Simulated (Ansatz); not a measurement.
# SrLiAlSb2: the cost of one run

Method: DFT PBEsol, scalar-relativistic, plane waves, PAW, in Ansatz 0.2.0.

## (1) The starting structure

It takes space group P3m1 (No. 156, trigonal). The conventional cell has a = 4.600 Å, b = 4.600 Å, c = 7.831 Å, α = 90.00°, β = 90.00°, γ = 120.00°. Li (site symmetry 3m) is surrounded by 4 Sb at 2.77 to 2.90 Å. Around Sr (site symmetry 3m) lie 6 Sb at 3.26 to 3.49 Å. Around Al (site symmetry 3m) lie 4 Sb at 2.63 to 2.85 Å. Around Sb (site symmetry 3m) lie 1 Al at 2.63 Å and 3 Li at 2.77 Å. Sb (site symmetry 3m) has 3 Al at 2.85 Å and 1 Li at 2.90 Å as nearest neighbours.

As a file:

```
Li Sr Al Sb
1.0
     4.60021    0.00000    0.00000
    -2.30010    3.98390    0.00000
     0.00000    0.00000    7.83128
Li Sr Al Sb
1 1 1 2
Direct
  0.66667 0.33333 0.36666
  0.33333 0.66667 0.02623
  0.00000 0.00000 0.60332
  0.00000 0.00000 0.26691
  0.66667 0.33333 0.73688
```

Source of the structure: the Materials Project (structure only).

(A quick probe on a coarse mesh, which set the mesh and smearing, is not shown.)

## (3) Relaxing cell and atoms

Contents of input.yaml:

```yaml
crystal:
  lattice:
    - [4.600205776, 0.0, 0.0]
    - [-2.300102888, 3.9838950647, 0.0]
    - [0.0, 0.0, 7.831278]
  atoms:
    - { symbol: Li, position: [0.66666667, 0.33333333, 0.366661] }
    - { symbol: Sr, position: [0.33333333, 0.66666667, 0.026229] }
    - { symbol: Al, position: [0.0, 0.0, 0.603317] }
    - { symbol: Sb, position: [0.0, 0.0, 0.266913] }
    - { symbol: Sb, position: [0.66666667, 0.33333333, 0.73688] }
basis:
  ecutwfc: 420
kpoints:
  mp_grid: { grid: [12, 12, 6] }
hamiltonian:
  xc: pbesol
scf:
  occupations: { method: gaussian, width: 0.1 }
output:
  forces: true
  stress: true
  eigenvalues: true
  write_density: true
  write_potential: true
  elf: true
  volumetric_format: npy
relax:
  adjacent_minimum: "off"
  f_tol: 0.005
  max_steps: 80
  cell: { stress_tol: 0.05 }
```

The run is started by

```sh
ansatz run input.yaml --threads 1 --pin off --max-ram 2560MiB --backend cpu --events-out ev --progress --plain --runs-dir out
```

Q: Estimate wall time and peak memory on 1 thread of Intel Xeon at 2.50GHz (Skylake/Cascade Lake), shared host.

About 9.8 min, with a peak of 0.64 GiB.
